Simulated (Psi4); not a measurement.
# SnSe (SMILES [Se][Sn]) at BLYP/def2-TZVP (core potential)

What is the energy change on altering one bond length of SnSe at BLYP/def2-TZVP (core potential)? 

The results are computed with Psi4 1.11.

2 further runs of the same task are left out: 2 that didn't finish.

## (1) The system as given

SnSe: 2 atoms, total charge 0, spin state singlet. As SMILES, `[Se][Sn]`. The shape is that of a PBE0-D4/def2-TZVP optimisation.

Bond lengths: Se1–Sn2 2.325 Å.

## (2) Energy and gradient at BLYP/def2-TZVP (core potential)

Input file run.py:

```python
import psi4

psi4.set_memory('2200 MB')
psi4.set_num_threads(1)
psi4.core.set_output_file('psi4.out', False)

m = psi4.geometry("""
Se     0.000000     0.000000     0.006530
Sn     0.000000     0.000000     2.331810
symmetry c1
""")

psi4.set_options({
    'basis': 'def2-TZVP',
    'puream': True,
    'e_convergence': 1e-09,
    'd_convergence': 1e-08,
    'scf_type': 'pk',
    'dft_radial_points': 99,
    'dft_spherical_points': 590,
})

e_tot, wfn = psi4.gradient('blyp', molecule=m, return_wfn=True)
psi4.oeprop(wfn, 'DIPOLE', 'WIBERG_LOWDIN_INDICES', 'LOWDIN_CHARGES')
print('gradient / Eh bohr^-1')
print(e_tot.np.round(6))
print(f'energy = {wfn.energy():.10f} Eh')
for k, v in sorted(psi4.core.scalar_variables().items()):
    print(f'{k:45s} {v:18.10f}')
```

The run is started by

```sh
$ python run.py
```

psi4.out:

```text
[...]
    !!!  WARNING: ECP capability is in beta. Please check occupations closely.  !!!
[...]
  Running in c1 symmetry.
[...]
  Nuclear repulsion =  170.226619409774287
[...]
  Multiplicity = 1
[...]
  Nalpha       = 28
  Nbeta        = 28
[...]
    Number of basis functions: 98
[...]
 WARNING: Atomic UHF is not converging! Try casting from a smaller basis or call Rob at CCMST.
   -------------------------
[...]
   @RKS iter   1: -2614.87414771526437   -2.30655e+00   2.38387e-02 ADIIS/DIIS
[...]
   @RKS iter  14: -2615.91053716355145   -6.27551e-11   1.87051e-09 DIIS
[...]
    Orbital Energies [Eh]
    ---------------------
    Doubly Occupied:
       1A   -452.206758     2A    -57.410368     3A    -51.569073
       4A    -51.569073     5A    -51.568844     6A     -7.509494
       7A     -5.500610     8A     -5.500610     9A     -5.500575
      10A     -4.909232    11A     -3.289927    12A     -3.289927
      13A     -3.281711    14A     -1.944666    15A     -1.944033
      16A     -1.944033    17A     -1.943831    18A     -1.943830
      19A     -0.950279    20A     -0.950279    21A     -0.946888
      22A     -0.943989    23A     -0.943989    24A     -0.593008
      25A     -0.392064    26A     -0.224319    27A     -0.218987
      28A     -0.218987
[...]
  @RKS Final Energy: -2615.91053716355145
   => Energetics <=
    Nuclear Repulsion Energy =            170.2266194097742869
    One-Electron Energy =               -4059.9994089276910927
    Two-Electron Energy =                1379.0272402348182368
    DFT Exchange-Correlation Energy =    -105.1649878804526281
    Empirical Dispersion Energy =           0.0000000000000000
    VV10 Nonlocal Energy =                  0.0000000000000000
    Total Energy =                      -2615.9105371635514530
[...]
  -Total Gradient:
     Atom            X                  Y                   Z
    ------   -----------------  -----------------  -----------------
       1        0.000000000261     0.000000000602     0.018969534666
       2       -0.000000000261    -0.000000000602    -0.018948505516
[...]
 Multipole Moments:
 ------------------------------------------------------------------------------------
     Multipole            Electronic (a.u.)      Nuclear  (a.u.)        Total (a.u.)
 ------------------------------------------------------------------------------------
 L = 1.  Multiply by 2.5417464519 to convert [e a0] to [Debye]
 Dipole X            :         -0.0000000            0.0000000           -0.0000000
 Dipole Y            :         -0.0000001            0.0000000           -0.0000001
 Dipole Z            :         52.0776133          -50.9855577            1.0920555
 Magnitude           :                                                    1.0920555
[...]
```

On the terminal:

```text
gradient / Eh bohr^-1
[[ 0.        0.        0.01897 ]
 [-0.       -0.       -0.018949]]
energy = -2615.9105371636 Eh
CURRENT ENERGY                                  -2615.9105371636
CURRENT REFERENCE ENERGY                        -2615.9105371636
DD SOLVATION ENERGY                                 0.0000000000
DFT FUNCTIONAL TOTAL ENERGY                     -2615.9105371636
DFT TOTAL ENERGY                                -2615.9105371636
DFT VV10 ENERGY                                     0.0000000000
DFT XC ENERGY                                    -105.1649878805
GRID ELECTRONS ALPHA                               27.9999996070
GRID ELECTRONS BETA                                27.9999996070
GRID ELECTRONS TOTAL                               55.9999992140
NUCLEAR REPULSION ENERGY                          170.2266194098
ONE-ELECTRON ENERGY                             -4059.9994089277
PCM POLARIZATION ENERGY                             0.0000000000
PE ENERGY                                           0.0000000000
SCF ITERATION ENERGY                            -2615.9105371636
SCF ITERATIONS                                     14.0000000000
SCF TOTAL ENERGY                                -2615.9105371636
TWO-ELECTRON ENERGY                              1379.0272402348
XC GRID RADIAL POINTS                              99.0000000000
XC GRID SPHERICAL POINTS                          590.0000000000
XC GRID TOTAL POINTS                           108808.0000000000
```

Run time: 42 s. Hardware: 1 thread of Intel Xeon at 2.50GHz (Skylake/Cascade Lake), shared host; peak memory 0.66 GiB.

## (3) The distorted shape

Input file input.json:

```json
{
  "schema_name": "qcschema_input",
  "schema_version": 1,
  "molecule": {
    "schema_name": "qcschema_molecule",
    "schema_version": 2,
    "symbols": ["Se", "Sn"],
    "geometry": [0.0, 0.0, -0.64683436, 0.0, 0.0, 4.40648227],
    "molecular_charge": 0,
    "molecular_multiplicity": 1,
    "fix_symmetry": "c1"
  },
  "driver": "gradient",
  "model": {
    "method": "blyp",
    "basis": "def2-TZVP"
  },
  "keywords": {
    "puream": true,
    "e_convergence": 1e-09,
    "d_convergence": 1e-08,
    "scf_type": "pk",
    "dft_radial_points": 99,
    "dft_spherical_points": 590
  }
}
```

The run is started by

```sh
$ psi4 --qcschema input.json -n 1 --memory 2200MB
```

stdout:

```text
[...]
    !!!  WARNING: ECP capability is in beta. Please check occupations closely.  !!!
[...]
  Running in c1 symmetry.
[...]
  Nuclear repulsion =  148.021597451335708
[...]
  Multiplicity = 1
[...]
  Nalpha       = 28
  Nbeta        = 28
[...]
    Number of basis functions: 98
[...]
 WARNING: Atomic UHF is not converging! Try casting from a smaller basis or call Rob at CCMST.
   -------------------------
[...]
   @RKS iter   1: -2614.82215896620573   -2.50835e+00   2.40342e-02 DIIS/ADIIS
[...]
   @RKS iter  16: -2615.89327470733542   -5.40240e-10   7.59830e-09 DIIS
[...]
    Orbital Energies [Eh]
    ---------------------
    Doubly Occupied:
       1A   -452.205217     2A    -57.407225     3A    -51.566323
       4A    -51.565943     5A    -51.565943     6A     -7.504972
       7A     -5.496668     8A     -5.495714     9A     -5.495714
      10A     -4.925394    11A     -3.305678    12A     -3.305678
      13A     -3.297948    14A     -1.939796    15A     -1.939374
      16A     -1.939374    17A     -1.938603    18A     -1.938601
      19A     -0.965452    20A     -0.965452    21A     -0.958791
      22A     -0.958791    23A     -0.957752    24A     -0.565835
      25A     -0.405117    26A     -0.222259    27A     -0.199639
      28A     -0.199639
[...]
  @RKS Final Energy: -2615.89327470733542
   => Energetics <=
    Nuclear Repulsion Energy =            148.0215974513357082
    One-Electron Energy =               -4015.5587178686892003
    Two-Electron Energy =                1356.7295262164643646
    DFT Exchange-Correlation Energy =    -105.0856805064462094
    Empirical Dispersion Energy =           0.0000000000000000
    VV10 Nonlocal Energy =                  0.0000000000000000
    Total Energy =                      -2615.8932747073354221
[...]
 Multipole Moments:
 ------------------------------------------------------------------------------------
     Multipole            Electronic (a.u.)      Nuclear  (a.u.)        Total (a.u.)
 ------------------------------------------------------------------------------------
 L = 1.  Multiply by 2.5417464519 to convert [e a0] to [Debye]
 Dipole X            :          0.0000000            0.0000000            0.0000000
 Dipole Y            :          0.0000006            0.0000000            0.0000006
 Dipole Z            :         60.1940264          -58.6340053            1.5600211
 Magnitude           :                                                    1.5600211
[...]
  -Total Gradient:
     Atom            X                  Y                   Z
    ------   -----------------  -----------------  -----------------
       1       -0.000000000150    -0.000000002925    -0.053446614741
       2        0.000000000148     0.000000002926     0.053445239891
[...]
```

The result, in JSON:

```text
{
 "driver": "gradient",
 "model": {
  "method": "blyp",
  "basis": "def2-TZVP"
 },
 "success": true,
 "return_result": [-1.5016964487769083e-10, -2.924517909298956e-09, -0.053446614741093385, 1.4811113056813046e-10, 2.925921059607164e-09, 0.05344523989108563],
 "properties": {
  "calcinfo_nbasis": 98,
  "calcinfo_nmo": 98,
  "calcinfo_nalpha": 28,
  "calcinfo_nbeta": 28,
  "calcinfo_natom": 2,
  "nuclear_repulsion_energy": 148.0215974513357,
  "return_energy": -2615.8932747073354,
  "return_gradient": [-1.5016964487769083e-10, -2.924517909298956e-09, -0.053446614741093385, 1.4811113056813046e-10, 2.925921059607164e-09, 0.05344523989108563],
  "scf_one_electron_energy": -4015.558717868689,
  "scf_two_electron_energy": 1356.7295262164644,
  "scf_xc_energy": -105.08568050644621,
  "scf_dipole_moment": [2.955572045388497e-08, 5.902499226110465e-07, 1.5600211165994011],
  "scf_total_energy": -2615.8932747073354,
  "scf_total_gradient": [-1.5016964487769083e-10, -2.924517909298956e-09, -0.053446614741093385, 1.4811113056813046e-10, 2.925921059607164e-09, 0.05344523989108563],
  "scf_iterations": 16
 }
}
```

Run time: 39 s. Hardware: 1 thread of Intel Xeon at 2.50GHz (Skylake/Cascade Lake), shared host; peak memory 0.66 GiB.

## (4) What came out

Level: BLYP/def2-TZVP (core potential).

| quantity | value |
| --- | --- |
| first shape: total energy | -2615.91054 Eh |
| first shape: dipole moment | 2.78 D |
| first shape: HOMO energy | -5.96 eV |
| first shape: LUMO energy | -3.08 eV |
| first shape: HOMO–LUMO gap | 2.88 eV |
| first shape: largest force on an atom | 0.975 eV/Å |
| distorted shape: total energy | -2615.89327 Eh |
| distorted shape: dipole moment | 3.97 D |
| distorted shape: HOMO energy | -5.43 eV |
| distorted shape: LUMO energy | -3.60 eV |
| distorted shape: HOMO–LUMO gap | 1.83 eV |
| distorted shape: largest force on an atom | 2.748 eV/Å |
| energy change with the Se1–Sn2 bond stretched from 2.325 to 2.674 Å | 0.470 eV |

With the Se1–Sn2 bond stretched from 2.325 to 2.674 Å the energy rises by 0.47 eV (10.8 kcal/mol). The first shape isn't relaxed at this level, so the change isn't measured from a minimum. The largest force (first shape) is 0.98 eV/Å: the shape isn't a stationary point for this species at this level.
